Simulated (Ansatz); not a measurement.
# CsLiCr2Te2S3 in Ansatz: the effect of pseudo set

CsLiCr2Te2S3:

```
CELL_PARAMETERS angstrom
7.05684 0.00000 0.00000
0.00000 3.98060 0.00000
-2.67333 0.00000 8.68168
ATOMIC_POSITIONS crystal
Cs 0.07739 0.00000 0.37706
Li 0.86424 0.50000 0.78883
Cr 0.12646 0.00000 0.94616
Cr 0.59290 0.50000 0.97165
Te 0.50838 0.00000 0.15270
Te 0.55612 0.00000 0.74893
S 0.87426 0.00000 0.68502
S 0.25176 0.50000 0.84402
S 0.96294 0.50000 0.05357
```

The cell was built by a generator and needn't be a form met in nature.

Alike in all runs:

| Property | Result |
| --- | --- |
| Program | Ansatz 0.2.0 |
| Task | single point |
| Functional | PBE |
| k mesh | 4 × 7 × 3 |
| Occupations | fermi-dirac, width 0.05 eV |
| Spin | collinear spin, ferromagnetic start |
| Starting moments | [0.0, 0.0, 3.0, 3.0, 0.0, 0.0, 0.0, 0.0, 0.0] μB |

| pseudo set | cutoff | gap on the mesh (eV) | pressure (GPa) | largest force (eV/Å) |
| --- | --- | --- | --- | --- |
| Ansatz PAW accurate | 1070 eV | 0.48 | 0.0 | 0.01 |
| Ansatz NC | 1279 eV (not typed: the program's choice for these potentials) | 0.46 | 0.0 | 0.01 |
| JTH PAW | 1230 eV (not typed: the program's choice for these potentials) | ? | ? | ? |

What does the run with pseudo set JTH PAW give?

gap on the mesh 0.47 eV; pressure 0.3 GPa; largest force 0.09 eV/Å.

Caveats: odd divisions of the mesh miss points on the zone boundary, where band edges often lie, so the gap on the mesh can be too wide; spin-orbit coupling is left out, which moves the levels of the heavy elements; only a ferromagnetic start was run, and an antiferromagnetic order may lie lower in energy.

A k mesh can miss the band edges.

The runs don't all hold the same shells in valence.
